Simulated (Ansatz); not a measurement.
# ClGaH₃In: basis-set convergence

The task here is to estimate one member of a computed series from the others.

Program: Ansatz 0.2.0, Gaussian basis. Level of theory: one geometry, several basis sets. These are calculated values, not measurements.

Levels to be run: PBE0-D4/def2-SVP; ωB97M-V/def2-SVP; PBE0-D4/def2-QZVPP; ωB97M-V/def2-QZVPP; the functionals' def2-TZVPP values are taken from earlier runs.

**The geometry**

All runs share one geometry, relaxed beforehand with PBE0-D4 in a triple-zeta def2 set. In takes the def2 core potential; no spin-orbit term is included.

6 atoms, charge 0, spin multiplicity 1.

Atoms are counted from 1 here; the program's logs count them from 0.

Bond lengths: Cl1–In2 2.536 Å, Cl1–Ga3 2.582 Å, In2–Ga3 2.826 Å, In2–H4 1.690 Å, In2–H5 1.814 Å, In2–H6 1.813 Å. Angles: In2–Cl1–Ga3 67.0°, Cl1–In2–Ga3 57.3°, Cl1–In2–H4 115.2°, Cl1–In2–H5 86.3°, Cl1–In2–H6 86.3°, Ga3–In2–H4 172.5°, Ga3–In2–H5 50.5°, Ga3–In2–H6 50.6°, H4–In2–H5 132.3°, H4–In2–H6 132.4°, H5–In2–H6 88.4°, Cl1–Ga3–In2 55.7°.

The first run:

Input file in.yaml:

```yaml
crystal:
  periodic: [false, false, false]
  atoms:
    - {symbol: Cl, position_ang: [-1.869306, 0.072080, 0.742374]}
    - {symbol: In, position_ang: [0.256678, -0.686978, -0.413444]}
    - {symbol: Ga, position_ang: [0.014590, 1.834830, 0.838533]}
    - {symbol: H, position_ang: [0.191608, -2.229465, -1.100002]}
    - {symbol: H, position_ang: [0.312131, 0.972875, -1.142375]}
    - {symbol: H, position_ang: [1.136201, -0.027343, 1.028714]}
basis:
  gaussian: {orbitals: def2-SVP}
hamiltonian: {xc: pbe0, dispersion: d4}
output: {orbitals: {seedname: orbitals}}
```

Run with:

```console
ansatz run in.yaml --threads 2 --pin off --events-out ev --progress --plain --max-ram 4352MiB
```

Among the steps run: PBE0-D4 in def2-SVP; ωB97M-V in def2-SVP; PBE0-D4 in def2-QZVPP; ωB97M-V in def2-QZVPP.

One of the session's tables, all rows but one given; the rest of the session is left out.

It belongs to the step «Density functionals: the series». 

```
functional       basis  HOMO (eV)  LUMO (eV)
   PBE0-D4    def2-SVP      -7.26      -1.31
   PBE0-D4  def2-TZVPP          ?          ?
   PBE0-D4  def2-QZVPP      -7.32      -1.36
   ωB97M-V    def2-SVP      -9.27       0.37
   ωB97M-V  def2-TZVPP      -9.35       0.32
   ωB97M-V  def2-QZVPP      -9.38       0.19
```

**Question.** Estimate the row for PBE0-D4, def2-TZVPP.

**Answer.** HOMO (eV): -7.30; LUMO (eV): -1.32. In the column «HOMO (eV)» it lies between PBE0-D4, def2-QZVPP (-7.32) and PBE0-D4, def2-SVP (-7.26).
